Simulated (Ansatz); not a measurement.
This script makes a formation energy from the elements of Ti4CuAg and its elements with Ansatz 0.2.0 through its Python package.

The script, `formation.py`:
```python
"""Formation energy of Ti4CuAg from the elements, after relaxing cells and atoms."""

from collections import Counter
import warnings

import ansatz as az
import numpy as np

PHASES = {
    "Ti4CuAg": (
        [(2.93379, 0.0, 0.0), (0.0, 2.93379, 0.0), (0.0, 0.0, 11.25451)],
        [
            ("Ti", (0.5, 0.5, 0.18097)),
            ("Ti", (0.0, 0.0, 0.65245)),
            ("Ti", (0.0, 0.0, 0.34755)),
            ("Ti", (0.5, 0.5, 0.81903)),
            ("Cu", (0.5, 0.5, 0.5)),
            ("Ag", (0.0, 0.0, 0.0)),
        ],
    ),
    "Ti": (
        [(2.95, 0.0, 0.0), (-1.475, 2.55477, 0.0), (0.0, 0.0, 4.68)],
        [
            ("Ti", (1 / 3, 2 / 3, 0.25)),
            ("Ti", (2 / 3, 1 / 3, 0.75)),
        ],
    ),
    "Cu": (
        [(0.0, 1.8075, 1.8075), (1.8075, 0.0, 1.8075), (1.8075, 1.8075, 0.0)],
        [
            ("Cu", (0.0, 0.0, 0.0)),
        ],
    ),
    "Ag": (
        [(0.0, 2.04275, 2.04275), (2.04275, 0.0, 2.04275), (2.04275, 2.04275, 0.0)],
        [
            ("Ag", (0.0, 0.0, 0.0)),
        ],
    ),
}


def build(vectors, sites):
    crystal = az.Crystal(lattice=az.Lattice.of(vectors))
    for symbol, position in sites:
        crystal = crystal.atom(symbol, position)
    return crystal


def run_phase(name, crystal):
    calc = (
        crystal.calculation()
        .functional(az.Functional.PBESOL)
        .basis(530)
        .scf(tolerance=1e-06, lower_state_search="standard")
        .kpoints(spacing=0.26)
        .occupations("gaussian", width=0.05)
        .stress()
    )
    calc = calc.relax(force_tolerance=0.02, max_steps=60, cell=True)
    return calc.run(threads=1)


def counts(outcome):
    return Counter(site.symbol for site in outcome.lattice.sites)

def formation_energy(outcome, mu):
    n = counts(outcome)
    return (outcome.report["energy_sigma0_ev"] - sum(k * mu[element] for element, k in n.items())) / sum(n.values())


def volume_per_atom(outcome):
    return abs(np.linalg.det(outcome.lattice.cell_ang)) / len(outcome.lattice.sites)

warnings.simplefilter("ignore", az.DeckWarning)

phases = {name: build(*cell) for name, cell in PHASES.items()}

done = {}
for name, crystal in phases.items():
    done[name] = run_phase(name, crystal)
    print(f"{name}: {done[name].report['energy_sigma0_ev']:.4f} eV, {len(done[name].lattice.sites)} atoms")

# energy of one atom in its reference phase
references = {"Ti": "Ti", "Cu": "Cu", "Ag": "Ag"}
mu = {element: done[name].report["energy_sigma0_ev"] / len(done[name].lattice.sites) for element, name in references.items()}

target = done["Ti4CuAg"]
heat = formation_energy(target, mu)
for element, value in mu.items():
    print(f"mu({element}) = {value:.4f} eV from {references[element]}, {volume_per_atom(done[references[element]]):.2f} A^3/atom")
print(f"formation energy of Ti4CuAg: {heat:.4f} eV/atom = {96.4853 * heat:.1f} kJ/mol of atoms")
```

Is Ti4CuAg bound against its elements at this level, and by how much?

The formation energy is -0.105 eV an atom (-10.1 kJ per mole of atoms), so Ti4CuAg lies below the reference phases. Other compounds of these elements, not run here, can lie lower still.

What the script printed:

```console
$ python formation.py
--- The result so far, ahead of a search for a lower minimum behind the relaxation; the run's own can be another ---
--- Relaxed structure (5 steps of the walk, 4 accepted, 1 SCFs on fresh bases) ---
  F+E_penalty+E_count = -24007.23958535 eV   max|allowed force component| = 6.664e-4 eV/Å   (the final SCF, on the basis selected at the relaxed cell)
to start a new deck from the relaxed geometry:
  # the rows under cell: are crystal.lattice (Å); those under atoms: are crystal.atoms (fractional)
  # these rows hold no starting moments: give each atom its spin and spin_axis again (relax.cell in the manual, under Limitations, says where they stand)
  # drop crystal.checkpoint, crystal.saddle_side [...]
  # these rows already include their effect, but for a slab's crystal.periodic that crystal.checkpoint laid: type that, and under magnetization.per_species the moments by species that it laid
  # where hamiltonian.xc.exx.coeff was left to the run, type the fraction that it took
  # where crystal.lattice changes, lay crystal.conventional_axes and each constraint's lattice_plane and lattice_line anew on its vectors; on these sites an outside_sphere can name other atoms (type this run's as sites)
  # the words of relax.cell.fix then name these vectors, unless crystal.conventional_axes gives the axes of a cell which the run reduced
  # or, where this run's checkpoint.write kept a state, name that directory under crystal.checkpoint in the place of these rows (where a search for an adjacent minimum keeps one, it gives that one: for these rows its steps/00-relax/state), with the other keys dropped all the same: its cell and atoms come with the starting moments that the new deck's spin treatment reads
  # drop the old deck's checkpoint.read (its saved state can only seed a run with the same cell) and give checkpoint.write a new directory
  cell:  # Å, volume = 94.2653 Å³
    - [2.901498642063765, -1.5378641612547842e-34, -2.614369074133133e-34]
    - [9.227184967528704e-35, 2.901498642063765, -1.6916505773802627e-34]
    - [-1.0324133038696112e-33, -6.489455052894699e-34, 11.197134509031699]
  atoms:
    - { symbol: Ti, position: [0.5, 0.5, 0.18083368902416203] }
    - { symbol: Ti, position: [-1.216901371954842e-34, -1.5347162527309842e-35, 0.6528421637868824] }
    - { symbol: Ti, position: [-1.7092499920982158e-34, -1.1244257359448389e-35, 0.34715783621311774] }
    - { symbol: Ti, position: [0.5, 0.5, 0.8191663109758384] }
    - { symbol: Cu, position: [0.5, 0.5, 0.5000000000000001] }
    - { symbol: Ag, position: [-6.4982698874446145e-34, 1.0320035231792114e-35, 1.2844654246585054e-20] }
Ti4CuAg: -24007.2371 eV, 6 atoms
--- The result so far, ahead of a search for a lower minimum behind the relaxation; the run's own can be another ---
--- Relaxed structure (6 steps of the walk, 5 accepted, 1 SCFs on fresh bases) ---
  F+E_penalty+E_count = -4947.79223780 eV   max|allowed force component| = 9.252e-18 eV/Å   (the final SCF, on the basis selected at the relaxed cell)
to start a new deck from the relaxed geometry:
  # the rows under cell: are crystal.lattice (Å); those under atoms: are crystal.atoms (fractional)
  # these rows hold no starting moments: give each atom its spin and spin_axis again (relax.cell in the manual, under Limitations, says where they stand)
  # drop crystal.checkpoint, crystal.saddle_side [...]
  # these rows already include their effect, but for a slab's crystal.periodic that crystal.checkpoint laid: type that, and under magnetization.per_species the moments by species that it laid
  # where hamiltonian.xc.exx.coeff was left to the run, type the fraction that it took
  # where crystal.lattice changes, lay crystal.conventional_axes and each constraint's lattice_plane and lattice_line anew on its vectors; on these sites an outside_sphere can name other atoms (type this run's as sites)
  # the words of relax.cell.fix then name these vectors, unless crystal.conventional_axes gives the axes of a cell which the run reduced
  # or, where this run's checkpoint.write kept a state, name that directory under crystal.checkpoint in the place of these rows (where a search for an adjacent minimum keeps one, it gives that one: for these rows its steps/00-relax/state), with the other keys dropped all the same: its cell and atoms come with the starting moments that the new deck's spin treatment reads
  # drop the old deck's checkpoint.read (its saved state can only seed a run with the same cell) and give checkpoint.write a new directory
[... 14 lines left out ...]
  # drop crystal.checkpoint, crystal.saddle_side [...]
  # these rows already include their effect, but for a slab's crystal.periodic that crystal.checkpoint laid: type that, and under magnetization.per_species the moments by species that it laid
  # where hamiltonian.xc.exx.coeff was left to the run, type the fraction that it took
  # where crystal.lattice changes, lay crystal.conventional_axes and each constraint's lattice_plane and lattice_line anew on its vectors; on these sites an outside_sphere can name other atoms (type this run's as sites)
  # the words of relax.cell.fix then name these vectors, unless crystal.conventional_axes gives the axes of a cell which the run reduced
  # or, where this run's checkpoint.write kept a state, name that directory under crystal.checkpoint in the place of these rows (where a search for an adjacent minimum keeps one, it gives that one: for these rows its steps/00-relax/state), with the other keys dropped all the same: its cell and atoms come with the starting moments that the new deck's spin treatment reads
  # drop the old deck's checkpoint.read (its saved state can only seed a run with the same cell) and give checkpoint.write a new directory
  cell:  # Å, volume = 11.3048 Å³
    - [-1.990379694706305e-34, 1.781332168372718, 1.781332168372718]
    - [1.781332168372718, 3.8215290190281574e-34, 1.781332168372718]
    - [1.781332168372718, 1.781332168372718, 3.678221686246504e-34]
  atoms:
    - { symbol: Cu, position: [0.0, 0.0, 0.0] }
Cu: -6588.7726 eV, 1 atoms
--- The result so far, ahead of a search for a lower minimum behind the relaxation; the run's own can be another ---
--- Relaxed structure (4 steps of the walk, 4 accepted, 1 SCFs on fresh bases) ---
  F+E_penalty+E_count = -7522.25290301 eV   max|allowed force component| = 0.000e0 eV/Å   (the final SCF, on the basis selected at the relaxed cell)
to start a new deck from the relaxed geometry:
  # the rows under cell: are crystal.lattice (Å); those under atoms: are crystal.atoms (fractional)
  # these rows hold no starting moments: give each atom its spin and spin_axis again (relax.cell in the manual, under Limitations, says where they stand)
  # drop crystal.checkpoint, crystal.saddle_side [...]
  # these rows already include their effect, but for a slab's crystal.periodic that crystal.checkpoint laid: type that, and under magnetization.per_species the moments by species that it laid
  # where hamiltonian.xc.exx.coeff was left to the run, type the fraction that it took
  # where crystal.lattice changes, lay crystal.conventional_axes and each constraint's lattice_plane and lattice_line anew on its vectors; on these sites an outside_sphere can name other atoms (type this run's as sites)
  # the words of relax.cell.fix then name these vectors, unless crystal.conventional_axes gives the axes of a cell which the run reduced
  # or, where this run's checkpoint.write kept a state, name that directory under crystal.checkpoint in the place of these rows (where a search for an adjacent minimum keeps one, it gives that one: for these rows its steps/00-relax/state), with the other keys dropped all the same: its cell and atoms come with the starting moments that the new deck's spin treatment reads
  # drop the old deck's checkpoint.read (its saved state can only seed a run with the same cell) and give checkpoint.write a new directory
  cell:  # Å, volume = 16.5996 Å³
    - [2.722839425034814e-34, 2.0246755976764117, 2.0246755976764117]
    - [2.0246755976764117, 1.3534582012816573e-34, 2.0246755976764117]
    - [2.0246755976764117, 2.0246755976764117, 2.2292252643918197e-35]
  atoms:
    - { symbol: Ag, position: [0.0, 0.0, 0.0] }
Ag: -7522.2528 eV, 1 atoms
mu(Ti) = -2473.8954 eV from Ti, 16.72 A^3/atom
mu(Cu) = -6588.7726 eV from Cu, 11.30 A^3/atom
mu(Ag) = -7522.2528 eV from Ag, 16.60 A^3/atom
formation energy of Ti4CuAg: -0.1050 eV/atom = -10.1 kJ/mol of atoms
```

Notes:
- The settings weren't tested for convergence.
- The program warned that this SCF threshold is loose for forces or stresses.
- The meshes are coarse for the metals among these phases, whose energies can be off by up to 40 meV an atom.
- The cells come from databases of deposited and of computed structures, and not all need be stable phases.
- The compound is the structure given, not necessarily its lowest; energies are at zero temperature, with no correction for gases. A semilocal functional's error on such energies is often 0.05 to 0.1 eV an atom, and 0.1 to 0.3 eV against gases such as O2 or F2.
- The script silences the warnings on its input, which a real study should read.
- It ran for 79 s on 1 thread of Arm Neoverse V2, on a shared host, peak memory 0.58 GiB.
